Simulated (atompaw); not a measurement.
**Pseudopotential generation for carbon: PAW (atompaw), PBEsol**

Task: generate the file, and judge it by its logarithmic derivatives, its ghosts and its cutoff.

Program: atompaw 4.2.0.5. Reference atom: PBEsol, scalar-relativistic, spherical and spin-unpolarised. All values are calculated.

## Step 1: Settings

Typed settings, in words:

```
element                 : carbon (C, Z = 6)
type                    : PAW
frozen core             : [He]
valence charge          : 4
reference configuration : 2s2 2p1.5 (charge +0.5)
partial waves           : 2s (bound): rc 2.25 bohr; 2s channel at -0.05 Ry: rc 1.00 bohr; 2p (bound): rc 2.25 bohr; 2p channel at 0.2 Ry: rc 2.25 bohr; 3d channel at 0.1 Ry: rc 1.75 bohr; 3d channel at 0.5 Ry: rc 2.25 bohr
local potential         : bessel scheme, radius 1.95 bohr
core correction         : smooth core density matched at 1.25 bohr
augmentation charge     : besselshape compensation charge, radius 1.80 bohr; PAW radius 2.25 bohr; waves and projectors: custom rrkj gramschmidtortho
```

An earlier all-electron run gives the scale for the radii.

All-electron outer shells of the reference configuration (PBEsol, scalar-relativistic, ld1.x):

| shell | level (eV) | outermost node (bohr) | outermost maximum (bohr) |
| --- | --- | --- | --- |
| 1s | -278.85 | – | 0.18 |
| 2s | -19.26 | 0.38 | 1.20 |
| 2p | -10.65 | – | 1.16 |

## Step 2: Generating the potential

The input, C.input:

```
C 6
GGA-PBESOL scalarrelativistic loggrid 1500 logderivrange -3 5 201
2 2 0 0 0 0
2 1 1.5
0 0 0
c
v
v
2
2.25 1.80 1.95 1.25
y
-0.05
n
y
0.2
n
y
0.1
y
0.5
n
custom rrkj gramschmidtortho besselshape
bessel
2.25
1.00
2.25
2.25
1.75
2.25
PWSCFOUT
UPFDX 0.0125d0 UPFXMIN -7.d0 UPFZMESH 6.d0
END
```

On the command line:

```sh
atompaw < C.input > C.log
```

What does the calculation give? Wanted: cutoffs for 10 and 1 mRy, occupied levels; bound ghosts; largest phase difference near zero energy, channels read; lowest eigenvalue of the overlap; share of valence orbitals outside the PAW sphere; UPF file.

As calculated:

```
                                                quantity             value
               cutoffs for 10 and 1 mRy, occupied levels   12 Ry and 15 Ry
                                            bound ghosts        none found
largest phase difference near zero energy, channels read         0.009 rad
         lowest eigenvalue of the overlap (Bessel basis)         0.533 (p)
        share of valence orbitals outside the PAW sphere  2s 13 %, 2p 20 %
                                                UPF file           written
```

In words: The potential is soft on the atom at that tolerance: the looser tolerance needs 12 Ry. The slowest occupied level is 2p: taken alone it needs 15 Ry to come within 1 mRy, against 10 Ry for 2s. The Bessel-basis test finds no level below the valence levels. Near zero energy the phases of the channels with partial waves agree within 0.009 rad. All of this concerns the isolated atom, not yet a solid.
